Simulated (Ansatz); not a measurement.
# CH₆FNOSi: a ladder of functionals and wavefunction methods

An exercise on one series of results from a longer session: the logs are not shown, and one member is left open.

Program: Ansatz 0.2.0, Gaussian basis. Level of theory: functionals in def2-TZVPP, the program's frozen cores in correlated methods. These are calculated values, not measurements.

The runs, in order: LDA (SPW92), PBE-D4, revPBE-D4, BLYP-D4, r2SCAN-D4, B97M-V, PBE0-D4, B3LYP-D4, r2SCANh-D4, r2SCAN0-D4, HSE06-D4, BHLYP-D4, CAM-B3LYP-D4, LC-ωPBE, ωB97X-V, ωB97M-V, B2PLYP, PBE-QIDH; CCSD(T)/def2-SVP; CCSD(T)/def2-TZVPP; MP2/def2-QZVPP; extrapolation to the limit; RPA on PBE.

### The relaxed structure

The geometry comes from an earlier relaxation with PBE0-D4 in a triple-zeta def2 set; it is a stationary point, not always the lowest conformer.

SMILES `N[SiH](F)CO`, 11 atoms, charge 0, spin multiplicity 1.

Atoms are counted from 1 here; the program's logs count them from 0.

Bond lengths: N1–Si2 1.693 Å, N1–H6 1.005 Å, N1–H7 1.008 Å, Si2–F3 1.607 Å, Si2–C4 1.878 Å, Si2–H8 1.482 Å, C4–O5 1.423 Å, C4–H9 1.099 Å, C4–H10 1.098 Å, O5–H11 0.960 Å. Angles: Si2–N1–H6 123.4°, Si2–N1–H7 118.6°, H6–N1–H7 112.7°, N1–Si2–F3 114.4°, N1–Si2–C4 106.7°, N1–Si2–H8 110.5°, F3–Si2–C4 108.1°, F3–Si2–H8 104.6°, C4–Si2–H8 112.7°, Si2–C4–O5 107.8°, Si2–C4–H9 108.8°, Si2–C4–H10 109.7°, O5–C4–H9 111.5°, O5–C4–H10 111.7°, H9–C4–H10 107.3°, C4–O5–H11 108.9°.

Set-up of the first run:

The input, in.yaml:

```yaml
crystal:
  periodic: [false, false, false]
  atoms:
    - {symbol: N, position_ang: [-0.444034, 1.658509, 0.060338]}
    - {symbol: Si, position_ang: [-0.964307, 0.050770, -0.034959]}
    - {symbol: F, position_ang: [-1.719167, -0.481004, 1.279912]}
    - {symbol: C, position_ang: [0.571654, -0.999404, -0.291307]}
    - {symbol: O, position_ang: [1.608678, -0.458060, 0.518839]}
    - {symbol: H, position_ang: [-1.072398, 2.442387, 0.099629]}
    - {symbol: H, position_ang: [0.445674, 1.852161, 0.492676]}
    - {symbol: H, position_ang: [-1.955160, -0.110133, -1.125134]}
    - {symbol: H, position_ang: [0.840304, -0.979498, -1.357254]}
    - {symbol: H, position_ang: [0.354167, -2.043583, -0.028704]}
    - {symbol: H, position_ang: [2.399990, -0.989247, 0.406663]}
basis:
  gaussian: {orbitals: def2-TZVPP}
hamiltonian: {xc: lda}
output: {orbitals: {seedname: orbitals}}
```

Started as:

```sh
$ ansatz run in.yaml --threads 4 --pin off --events-out ev --progress --plain --max-ram 10444MiB
```

Among the steps run: LDA; PBE-D4 (GGA); revPBE-D4 (GGA); BLYP-D4 (GGA); r2SCAN-D4 (meta-GGA); B97M-V (meta-GGA); PBE0-D4 (hybrid); B3LYP-D4 (hybrid); r2SCANh-D4 (hybrid); r2SCAN0-D4 (hybrid); HSE06-D4 (hybrid); BHLYP-D4 (hybrid); CAM-B3LYP-D4 (range-separated); LC-ωPBE (range-separated); ωB97X-V (range-separated); ωB97M-V (range-separated); B2PLYP (double hybrid); PBE-QIDH (double hybrid).

One table of the session follows, with a row left open; its other results are not shown here.

It belongs to the step «Frontier levels by functional». 

| functional | HOMO (eV) | LUMO (eV) | gap (eV) |
| --- | --- | --- | --- |
| LDA (SPW92) | -6.53 | -0.61 | 5.92 |
| PBE-D4 | -6.35 | -0.43 | 5.92 |
| revPBE-D4 | -6.28 | -0.35 | 5.94 |
| BLYP-D4 | -6.23 | -0.42 | 5.80 |
| r2SCAN-D4 | -6.67 | 0.15 | 6.82 |
| B97M-V | -6.77 | -0.21 | 6.56 |
| PBE0-D4 | -7.84 | 0.46 | 8.31 |
| B3LYP-D4 | ? | ? | ? |
| r2SCANh-D4 | -7.23 | 0.44 | 7.66 |
| r2SCAN0-D4 | -8.07 | 0.85 | 8.92 |
| HSE06-D4 | -7.43 | 0.09 | 7.53 |
| BHLYP-D4 | -9.25 | 1.17 | 10.42 |
| CAM-B3LYP-D4 | -9.32 | 1.30 | 10.62 |
| LC-ωPBE | -10.77 | 2.64 | 13.41 |
| ωB97X-V | -10.37 | 2.43 | 12.81 |
| ωB97M-V | -10.29 | 2.00 | 12.28 |

Estimate the missing values for B3LYP-D4.

Worked estimate for «HOMO (eV)». Against the share of exact exchange, BLYP-D4 (0, -6.23), BHLYP-D4 (0.5, -9.25) give a slope of -6.04 per unit share; at 0.2 the line stands at -7.44.

**Answer.** HOMO (eV): -7.58; LUMO (eV): 0.13; gap (eV): 7.71. In «HOMO (eV)» the line misses by +0.14.
